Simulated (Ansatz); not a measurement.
# C2H5FGeSi: basis-set convergence

An exercise on one series of results from a longer session: the logs are not shown, and one member is left open.

Method: one geometry, several basis sets; program: Ansatz 0.2.0, Gaussian basis.

Plan: PBE0-D4/def2-SVP; ωB97M-V/def2-SVP; PBE0-D4/def2-QZVPP; ωB97M-V/def2-QZVPP; the functionals' def2-TZVPP values are taken from earlier runs.

### Structure used throughout

The geometry comes from an earlier relaxation with PBE0-D4 in a triple-zeta def2 set; it is a stationary point, not always the lowest conformer.

SMILES `F[SiH2]C#[C][GeH3]`, 10 atoms, charge 0, spin multiplicity 1.

Atoms are counted from 1 here; the program's logs count them from 0.

Bond lengths: F1–Si2 1.596 Å, Si2–C3 1.816 Å, Si2–H6 1.479 Å, Si2–H7 1.479 Å, C3–C4 1.214 Å, C4–Ge5 1.905 Å, Ge5–H8 1.532 Å, Ge5–H9 1.532 Å, Ge5–H10 1.532 Å. Angles: F1–Si2–C3 109.3°, F1–Si2–H6 108.1°, F1–Si2–H7 108.1°, C3–Si2–H6 109.9°, C3–Si2–H7 109.9°, H6–Si2–H7 111.6°, Si2–C3–C4 178.7°, C3–C4–Ge5 179.6°, C4–Ge5–H8 108.2°, C4–Ge5–H9 108.3°, C4–Ge5–H10 108.4°, H8–Ge5–H9 110.6°, H8–Ge5–H10 110.6°, H9–Ge5–H10 110.7°.

Coordinates:

```
F    -1.24004    2.27316   -2.09978
Si   -0.17728    1.08532   -2.18464
C    -0.04458    0.28193   -0.56134
C     0.06349   -0.27260    0.51268
Ge    0.22212   -1.13478    2.20399
H    -0.65610    0.11181   -3.18982
H     1.12874    1.66428   -2.56739
H     0.78352   -2.54148    1.97233
H    -1.17026   -1.20662    2.83832
H     1.17349   -0.31212    3.07866
```

Set-up of the first run:

in.yaml reads:

```yaml
crystal:
  periodic: [false, false, false]
  atoms:
    - {symbol: F, position_ang: [-1.240040, 2.273155, -2.099778]}
    - {symbol: Si, position_ang: [-0.177285, 1.085324, -2.184637]}
    - {symbol: C, position_ang: [-0.044579, 0.281928, -0.561336]}
    - {symbol: C, position_ang: [0.063488, -0.272604, 0.512684]}
    - {symbol: Ge, position_ang: [0.222120, -1.134777, 2.203988]}
    - {symbol: H, position_ang: [-0.656100, 0.111810, -3.189825]}
    - {symbol: H, position_ang: [1.128744, 1.664279, -2.567394]}
    - {symbol: H, position_ang: [0.783519, -2.541475, 1.972325]}
    - {symbol: H, position_ang: [-1.170260, -1.206623, 2.838317]}
    - {symbol: H, position_ang: [1.173494, -0.312116, 3.078656]}
basis:
  gaussian: {orbitals: def2-SVP}
hamiltonian: {xc: pbe0, dispersion: d4}
output: {orbitals: {seedname: orbitals}}
```

The run is started by

```bash
$ ansatz run in.yaml --threads 2 --pin off --events-out ev --progress --plain --max-ram 32768MiB --backend cpu
```

Steps of the session up to this table: PBE0-D4 in def2-SVP; ωB97M-V in def2-SVP; PBE0-D4 in def2-QZVPP; ωB97M-V in def2-QZVPP.

One of the session's tables, all rows but one given; the rest of the session is left out.

It belongs to the step «Functionals by basis». 

| functional | basis | HOMO (eV) |
| --- | --- | --- |
| PBE0-D4 | def2-SVP | -8.26 |
| PBE0-D4 | def2-TZVPP | -8.30 |
| PBE0-D4 | def2-QZVPP | -8.30 |
| ωB97M-V | def2-SVP | ? |
| ωB97M-V | def2-TZVPP | -10.49 |
| ωB97M-V | def2-QZVPP | -10.49 |

Estimate the missing values for ωB97M-V, def2-SVP.

The run gave: HOMO (eV): -10.41. In the column «HOMO (eV)» it lies between ωB97M-V, def2-QZVPP (-10.49) and PBE0-D4, def2-TZVPP (-8.30).
